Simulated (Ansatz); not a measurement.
**CH₆GaSi radical: a ladder of functionals and wavefunction methods**

An exercise on one series of results from a longer session: the logs are not shown, and one member is left open.

The runs use Ansatz 0.2.0, Gaussian basis; functionals in def2-TZVPP, the program's frozen cores in correlated methods.

Plan: LDA (SPW92), PBE-D4, revPBE-D4, BLYP-D4, r2SCAN-D4, B97M-V, PBE0-D4, B3LYP-D4, r2SCANh-D4, r2SCAN0-D4, HSE06-D4, BHLYP-D4, CAM-B3LYP-D4, LC-ωPBE, ωB97X-V, ωB97M-V, B2PLYP, PBE-QIDH; CCSD(T)/def2-SVP; CCSD(T)/def2-TZVPP; MP2/def2-QZVPP; extrapolation to the limit; RPA on PBE.

### The relaxed structure

The geometry comes from an earlier relaxation with PBE0-D4 in a triple-zeta def2 set; it is a stationary point, not always the lowest conformer.

SMILES `[CH3][Ga][SiH3]`, 9 atoms, charge 0, spin multiplicity 2.

Atoms are counted from 1 here; the program's logs count them from 0.

Bond lengths: C1–Ga2 1.991 Å, C1–H4 1.094 Å, C1–H5 1.090 Å, C1–H6 1.094 Å, Ga2–Si3 2.454 Å, Si3–H7 1.491 Å, Si3–H8 1.494 Å, Si3–H9 1.491 Å. Angles: Ga2–C1–H4 108.9°, Ga2–C1–H5 112.9°, Ga2–C1–H6 108.9°, H4–C1–H5 109.1°, H4–C1–H6 107.7°, H5–C1–H6 109.1°, C1–Ga2–Si3 122.9°, Ga2–Si3–H7 108.6°, Ga2–Si3–H8 116.8°, Ga2–Si3–H9 108.5°, H7–Si3–H8 107.6°, H7–Si3–H9 107.3°, H8–Si3–H9 107.6°.

Set-up of the first run:

The input, in.yaml:

```yaml
crystal:
  periodic: [false, false, false]
  atoms:
    - {symbol: C, position_ang: [-0.932528, 1.329659, -1.144907]}
    - {symbol: Ga, position_ang: [0.722160, 0.829124, -0.157900]}
    - {symbol: Si, position_ang: [0.944931, -1.267778, 1.096844]}
    - {symbol: H, position_ang: [-1.149976, 0.556059, -1.887896]}
    - {symbol: H, position_ang: [-0.852801, 2.293721, -1.646248]}
    - {symbol: H, position_ang: [-1.769764, 1.359979, -0.440720]}
    - {symbol: H, position_ang: [2.116074, -2.019847, 0.562330]}
    - {symbol: H, position_ang: [-0.230719, -2.189446, 1.080838]}
    - {symbol: H, position_ang: [1.241123, -0.937871, 2.520459]}
basis:
  gaussian: {orbitals: def2-TZVPP}
magnetization: {spin_polarized: true, initial_magnetization: 1}
hamiltonian: {xc: lda}
output: {orbitals: {seedname: orbitals}}
```

Steps of the session up to this table: LDA; PBE-D4 (GGA); revPBE-D4 (GGA); BLYP-D4 (GGA); r2SCAN-D4 (meta-GGA); B97M-V (meta-GGA); PBE0-D4 (hybrid); B3LYP-D4 (hybrid); r2SCANh-D4 (hybrid); r2SCAN0-D4 (hybrid); HSE06-D4 (hybrid); BHLYP-D4 (hybrid); CAM-B3LYP-D4 (range-separated); LC-ωPBE-D4 (range-separated; the results give it without D4); ωB97X-V (range-separated); ωB97M-V (range-separated); B2PLYP (double hybrid); PBE-QIDH (double hybrid).

One table of the session follows, with a row left open; its other results are not shown here.

It belongs to the step «Frontier levels by functional». 

```
  functional  HOMO (eV)  LUMO (eV)  gap (eV)
 LDA (SPW92)      -4.20      -3.40      0.80
      PBE-D4      -4.17      -3.07      1.09
   revPBE-D4      -4.14      -2.95      1.19
     BLYP-D4      -3.97      -3.11      0.87
   r2SCAN-D4      -4.47      -2.71      1.76
      B97M-V      -4.29      -3.29      1.00
     PBE0-D4      -5.11      -2.21      2.89
    B3LYP-D4      -4.87      -2.60      2.27
  r2SCANh-D4      -4.82      -2.42      2.39
  r2SCAN0-D4      -5.33      -2.00      3.34
    HSE06-D4      -4.72      -2.59      2.14
    BHLYP-D4      -5.86      -1.49      4.37
CAM-B3LYP-D4      -6.23      -1.39      4.84
     LC-ωPBE      -7.55      -0.02      7.53
     ωB97X-V          ?          ?         ?
     ωB97M-V      -6.96      -0.61      6.34
```

**Question.** Estimate the row for ωB97X-V.

As computed: HOMO (eV): -7.09; LUMO (eV): -0.42; gap (eV): 6.67. In the column «HOMO (eV)» it lies between LC-ωPBE (-7.55) and ωB97M-V (-6.96).
